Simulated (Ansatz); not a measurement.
# BaHg: the cost of one run

Program: Ansatz 0.2.0. Level of theory: DFT LDA, frozen-core PAW and all-electron LAPW, scalar-relativistic unless said. These are calculated values, not measurements.

**1. Starting point**

The structure is cubic, space group Pm-3m (No. 221). The conventional cell has a = 4.179 Å, b = 4.179 Å, c = 4.179 Å, α = 90.00°, β = 90.00°, γ = 90.00°. Around Ba (site symmetry m-3m) lie 8 Hg at 3.62 Å. Around Hg (site symmetry m-3m) lie 8 Ba at 3.62 Å.

Structure file:

```
Ba Hg
1.0
     4.17876    0.00000    0.00000
     0.00000    4.17876    0.00000
     0.00000    0.00000    4.17876
Ba Hg
1 1
Cartesian
  0.0000 0.0000 0.0000
  2.0894 2.0894 2.0894
```

Cartesian axes are those of the input's lattice vectors. The structure goes back to a database entry.

**2. Cell and atoms relaxed, PAW**

input.yaml reads:

```yaml
crystal:
  lattice:
    - [4.17876004, 0.0, 0.0]
    - [0.0, 4.17876004, 0.0]
    - [0.0, 0.0, 4.17876004]
  atoms:
    - { symbol: Ba, position: [0.0, 0.0, 0.0] }
    - { symbol: Hg, position: [0.5, 0.5, 0.5] }
kpoints:
  mp_grid: { grid: [8, 8, 8] }
scf:
  occupations: { method: fermi_dirac, width: 0.1 }
hamiltonian:
  xc: lda
  pseudopotentials: { kind: paw }
relax:
  f_tol: 0.002
  max_steps: 80
  cell: {}
output:
  forces: true
  stress: true
```

Run with:

```sh
$ ansatz run input.yaml --threads 1 --pin off --max-ram 3072MiB --backend cpu --events-out ev --progress --plain --runs-dir out
```

Q: Estimate wall time and peak memory on 1 thread of Arm Neoverse V1, shared host.

About 13 s, with a peak of 0.35 GiB.
